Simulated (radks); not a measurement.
**Rb inside a hard spherical wall**

The task here is to estimate one member of a computed series from the others.

Method: scalar-relativistic Kohn-Sham, PBE, spin-polarised, spherical densities, point nucleus; open shells are filled with parallel spins first. Code: radks (a radial shooting solver on a logarithmic mesh, Libxc functionals) version 1.

## Starting point

* element: rubidium (Z = 37)
* charge: 0
* electrons: 37
* configuration: [Kr] 5s1

The outer shells:

Rb
```
[Kr] core
5s [↑ ]
```

The first run:

Settings of this run:

```text
Z 37
configuration [Kr] 5s1 4d0 5p0 6s0
relativity scalar-relativistic
functional pbe,pbe
spin polarised
nucleus point
c 137.035999084
```

Among the steps run: The free atom; Wall at 8 bohr; Wall at 3.5 bohr; Wall at 3 bohr; Wall at 2.5 bohr; Wall at 2 bohr; Wall at 1.5 bohr.

One table of the session follows, with a row left open; its other results are not shown here.

| R (bohr) | E − E(free) (eV) | ε(5s) (eV) | ε(5p, empty) (eV) | ε(6s, empty) (eV) | ε(4d, empty) (eV) |
| --- | --- | --- | --- | --- | --- |
| free | 0.000 | -2.436 | -0.893 | - | - |
| 8 | 0.628 | -1.453 | 1.125 | 8.090 | 1.437 |
| 3.5 | 33.438 | 26.672 | 37.931 | 98.438 | 15.771 |
| 3 | 68.555 | 48.673 | 63.056 | 152.23 | 25.281 |
| 2.5 | ? | ? | ? | ? | ? |
| 2 | 403.23 | 195.27 | 218.54 | 460.90 | 86.105 |
| 1.5 | 1257.4 | 468.41 | 493.64 | 977.68 | 198.38 |

**Question.** Estimate the row for R (bohr) = 2.5.

Worked estimate for «E − E(free) (eV)». A straight line through the neighbours (3, 68.555) and (2, 403.23) gives 68.555 + (403.23 − 68.555) × (2.5 − 3) / (2 − 3) = 235.89; a parabola fitted to 4 rows on both sides gives 99.38.

As computed: E − E(free) (eV): 156.10; ε(5s) (eV): 93.637; ε(5p, empty) (eV): 112.08; ε(6s, empty) (eV): 252.39; ε(4d, empty) (eV): 44.158. In «E − E(free) (eV)» the line misses by +79.79 and the parabola by -56.72.

In words: Eigenvalues are for spin up. Shells are not refilled when levels cross, and a hard wall is a model, not a crystal.
